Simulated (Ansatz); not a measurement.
**C3H8Te: a ladder of functionals and wavefunction methods**

One table from this session's results is given with a row withheld; the runs are named, their logs left out.

Method: functionals in def2-TZVPP, the program's frozen cores in correlated methods; program: Ansatz 0.2.0, Gaussian basis.

The runs, in order: LDA (SPW92), PBE-D4, revPBE-D4, BLYP-D4, r2SCAN-D4, B97M-V, PBE0-D4, B3LYP-D4, r2SCANh-D4, r2SCAN0-D4, HSE06-D4, BHLYP-D4, CAM-B3LYP-D4, LC-ωPBE, ωB97X-V, ωB97M-V, B2PLYP, PBE-QIDH; CCSD(T)/def2-SVP; CCSD(T)/def2-TZVPP; MP2/def2-QZVPP; extrapolation to the limit; RPA on PBE.

### Structure used throughout

An earlier PBE0-D4 in a triple-zeta def2 set relaxation fixed the geometry. Te takes the def2 core potential; no spin-orbit term is included.

12 atoms, charge 0, spin multiplicity 1.

Atoms are counted from 1 here; the program's logs count them from 0.

Bond lengths: C1–C2 1.516 Å, C1–H5 1.092 Å, C1–H6 1.094 Å, C1–H7 1.095 Å, C2–C3 1.513 Å, C2–Te4 2.171 Å, C2–H8 1.091 Å, C3–H9 1.093 Å, C3–H10 1.091 Å, C3–H11 1.097 Å, Te4–H12 1.659 Å. Angles: C2–C1–H5 112.2°, C2–C1–H6 111.3°, C2–C1–H7 109.8°, H5–C1–H6 108.2°, H5–C1–H7 107.8°, H6–C1–H7 107.5°, C1–C2–C3 112.6°, C1–C2–Te4 107.5°, C1–C2–H8 109.7°, C3–C2–Te4 111.6°, C3–C2–H8 110.4°, Te4–C2–H8 104.6°, C2–C3–H9 111.1°, C2–C3–H10 112.0°, C2–C3–H11 109.8°, H9–C3–H10 107.9°, H9–C3–H11 108.0°, H10–C3–H11 107.8° and more.

The first run:

Contents of in.yaml:

```yaml
crystal:
  periodic: [false, false, false]
  atoms:
    - {symbol: C, position_ang: [-0.017773, 0.784036, -1.235738]}
    - {symbol: C, position_ang: [0.062144, -0.336643, -0.217212]}
    - {symbol: C, position_ang: [0.596681, 0.130225, 1.119478]}
    - {symbol: Te, position_ang: [-1.924626, -1.192401, -0.030685]}
    - {symbol: H, position_ang: [-0.376942, 0.434085, -2.205958]}
    - {symbol: H, position_ang: [-0.680377, 1.584139, -0.893740]}
    - {symbol: H, position_ang: [0.975136, 1.220673, -1.384495]}
    - {symbol: H, position_ang: [0.676399, -1.148480, -0.609861]}
    - {symbol: H, position_ang: [-0.039755, 0.908696, 1.546936]}
    - {symbol: H, position_ang: [0.661313, -0.685177, 1.841841]}
    - {symbol: H, position_ang: [1.603128, 0.546736, 0.991854]}
    - {symbol: H, position_ang: [-1.458328, -2.300890, 1.111578]}
basis:
  gaussian: {orbitals: def2-TZVPP}
hamiltonian: {xc: lda}
output: {orbitals: {seedname: orbitals}}
```

Among the steps run: LDA; PBE-D4 (GGA); revPBE-D4 (GGA); BLYP-D4 (GGA); r2SCAN-D4 (meta-GGA); B97M-V (meta-GGA); PBE0-D4 (hybrid); B3LYP-D4 (hybrid); r2SCANh-D4 (hybrid); r2SCAN0-D4 (hybrid); HSE06-D4 (hybrid); BHLYP-D4 (hybrid); CAM-B3LYP-D4 (range-separated); LC-ωPBE-D4 (range-separated; the results give it without D4); ωB97X-V (range-separated); ωB97M-V (range-separated); B2PLYP (double hybrid); PBE-QIDH (double hybrid).

One table of the session follows, with a row left open; its other results are not shown here.

It belongs to the step «Orbital energies across the functionals». 

```
  functional  HOMO (eV)  gap (eV)
 LDA (SPW92)      -5.13      3.52
      PBE-D4      -4.98      3.56
   revPBE-D4      -4.92      3.60
     BLYP-D4      -4.82      3.50
   r2SCAN-D4          ?         ?
      B97M-V      -5.23      3.97
     PBE0-D4      -6.01      5.43
    B3LYP-D4      -5.80      4.98
  r2SCANh-D4      -5.58      4.69
  r2SCAN0-D4      -6.16      5.70
    HSE06-D4      -5.62      4.66
    BHLYP-D4      -6.89      7.16
CAM-B3LYP-D4      -7.25      7.66
     LC-ωPBE      -8.56     10.11
     ωB97X-V      -8.25      9.65
     ωB97M-V      -8.14      9.35
```

**Question.** Estimate the row for r2SCAN-D4.

Worked estimate for «HOMO (eV)». Against the share of exact exchange, r2SCANh-D4 (0.1, -5.58), r2SCAN0-D4 (0.25, -6.16) give a slope of -3.87 per unit share; at 0 the line stands at -5.19.

The run gave: HOMO (eV): -5.20; gap (eV): 4.01. In «HOMO (eV)» the line misses by +0.01.
